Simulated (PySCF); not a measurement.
**C2Cl2F4 (dichlorotetrafluoroethane) at HF/cc-pCVDZ (IEF-PCM pyridine)**

What is the energy difference between two shapes of C2Cl2F4 (dichlorotetrafluoroethane) at HF/cc-pCVDZ (IEF-PCM pyridine)? 

Program for the calculation: PySCF 2.14.0.

4 further runs of the same task are left out: 4 set aside as unsound or not needed.

## (1) The structure to begin with

The species is C2Cl2F4 (8 atoms), meant as a singlet with charge 0. As SMILES, `FC(F)(Cl)C(F)(F)Cl`. The coordinates come from a GFN2-xTB relaxation. This is one conformer, not always the lowest.

Bond lengths: F1–C2 1.336 Å, C2–F3 1.336 Å, C2–Cl4 1.776 Å, C2–C5 1.550 Å, C5–F6 1.336 Å, C5–F7 1.336 Å, C5–Cl8 1.776 Å. Some angles: F1–C2–F3 107.0°, F1–C2–Cl4 109.8°, F1–C2–C5 109.9°, F3–C2–Cl4 109.8°, F3–C2–C5 109.9°, Cl4–C2–C5 110.3°, C2–C5–F6 109.9°, C2–C5–F7 109.9°, C2–C5–Cl8 110.3°, F6–C5–F7 107.0°.

## (2) Energy and gradient at HF/cc-pCVDZ (IEF-PCM pyridine)

Input file geometry.xyz:

```xyz
8

F      0.275690    -1.568930    -0.744570
C     -0.250150    -0.344270    -0.647920
F      0.159840     0.343360    -1.717350
Cl    -2.023320    -0.450200    -0.644670
C      0.250140     0.344780     0.647650
F     -0.162650    -0.341600     1.717150
F     -0.273070     1.570320     0.743030
Cl     2.023530     0.446540     0.646680
```

Input file calc.py:

```python
from pyscf import gto, solvent

mol = gto.M(
    atom='geometry.xyz',
    spin=0,
    verbose=3,
    charge=0,
    basis='cc-pcvdz',
    max_memory=1860,
)

myscf = mol.RHF()
myscf = myscf.PCM()
myscf.with_solvent.method = 'IEF-PCM'
myscf.with_solvent.eps = 12.978
myscf.kernel()

e_final = myscf.e_tot
print(f'total energy: {e_final:.8f} hartree')
grad = myscf.nuc_grad_method().kernel()
```

Started as:

```bash
OMP_NUM_THREADS=1 python calc.py
```

Standard output:

```text
WARN: PCM is an experimental feature. It is still in testing.
Features and APIs may be changed in the future.

converged SCF energy = -1392.49927929518
total energy: -1392.49927930 hartree
--------------- PCMRHF (+PCM) gradients ---------------
         x                y                z
0 F     0.0092151949    -0.0188814642    -0.0057762479
1 C    -0.0021053019     0.0067252882     0.0130032391
2 F     0.0075398243     0.0071549692    -0.0189212387
3 Cl    -0.0122907089    -0.0000804943     0.0013399010
4 C     0.0020834325    -0.0064315855    -0.0131307442
5 F    -0.0076618520    -0.0072289832     0.0190149695
6 F    -0.0090664733     0.0187357038     0.0057627929
7 Cl     0.0122858843     0.0000065661    -0.0012926717
----------------------------------------------
```

Wall time 3.5 min (1 thread of Intel Xeon at 2.50GHz (Skylake/Cascade Lake), shared host); peak memory 1.5 GiB.

## (3) The distorted shape, same level

Input file start.xyz:

```xyz
8

F      0.218553    -1.465641    -0.703941
C     -0.188159    -0.322157    -0.600576
F      0.119838     0.307883    -1.732055
Cl    -1.996506    -0.476418    -0.637284
C      0.346758     0.301876     0.649238
F     -0.112405    -0.252083     1.686709
F     -0.205018     1.613830     0.716562
Cl     2.148635     0.478869     0.636381
```

Input file input.py:

```python
from pyscf import gto, scf, solvent

mol = gto.M(
    atom='start.xyz',
    spin=0,
    basis='cc-pcvdz',
    verbose=3,
    max_memory=1860,
)

mf = scf.RHF(mol)
mf = mf.PCM()
mf.with_solvent.method = 'IEF-PCM'
mf.with_solvent.eps = 12.978
mf.kernel()

etot = mf.e_tot
print(f'total energy: {etot:.8f} hartree')
grad = mf.nuc_grad_method().kernel()
```

Started as:

```bash
OMP_NUM_THREADS=1 python input.py
```

Standard output:

```text
WARN: PCM is an experimental feature. It is still in testing.
Features and APIs may be changed in the future.

converged SCF energy = -1392.47093106457
total energy: -1392.47093106 hartree
--------------- PCMRHF (+PCM) gradients ---------------
         x                y                z
0 F    -0.0536831868     0.1153141536     0.0020265742
1 C     0.0658247861    -0.0624478401     0.0431408996
2 F    -0.0082267806    -0.0144643700    -0.0188101286
3 Cl    -0.0055077646    -0.0129219281    -0.0117020218
4 C     0.0004146321    -0.1132943314     0.0051176552
5 F    -0.0005724438     0.0339611068    -0.0309096398
6 F    -0.0293631889     0.0460952168     0.0121439106
7 Cl     0.0311139465     0.0077579924    -0.0010072493
----------------------------------------------
```

Run time: 3.7 min. Hardware: 1 thread of Intel Xeon at 2.50GHz (Skylake/Cascade Lake), shared host; peak memory 1.5 GiB.

## (4) Results

Level: HF/cc-pCVDZ (IEF-PCM pyridine).

```
                                   quantity           value
                  first shape: total energy  -1392.49928 Eh
                 first shape: dipole moment          0.00 D
                   first shape: HOMO energy       -13.25 eV
                   first shape: LUMO energy         3.85 eV
                 first shape: HOMO–LUMO gap        17.10 eV
    first shape: solvent term in the energy     -4.7 kJ/mol
      first shape: largest force on an atom      1.120 eV/Å
              distorted shape: total energy  -1392.47093 Eh
             distorted shape: dipole moment          1.71 D
               distorted shape: HOMO energy       -13.23 eV
               distorted shape: LUMO energy         3.13 eV
             distorted shape: HOMO–LUMO gap        16.36 eV
distorted shape: solvent term in the energy     -7.5 kJ/mol
  distorted shape: largest force on an atom      6.542 eV/Å
     energy change with the atoms displaced        0.771 eV
```

**Reading.** With the atoms displaced the energy rises by 0.77 eV (17.8 kcal/mol). The first shape isn't relaxed at this level, so the change isn't measured from a minimum. The largest force (first shape) is 1.12 eV/Å: the shape isn't a stationary point for this species at this level. Mulliken charges (first shape) run from -0.25 on F1 to +0.53 on C2; they depend strongly on the basis.
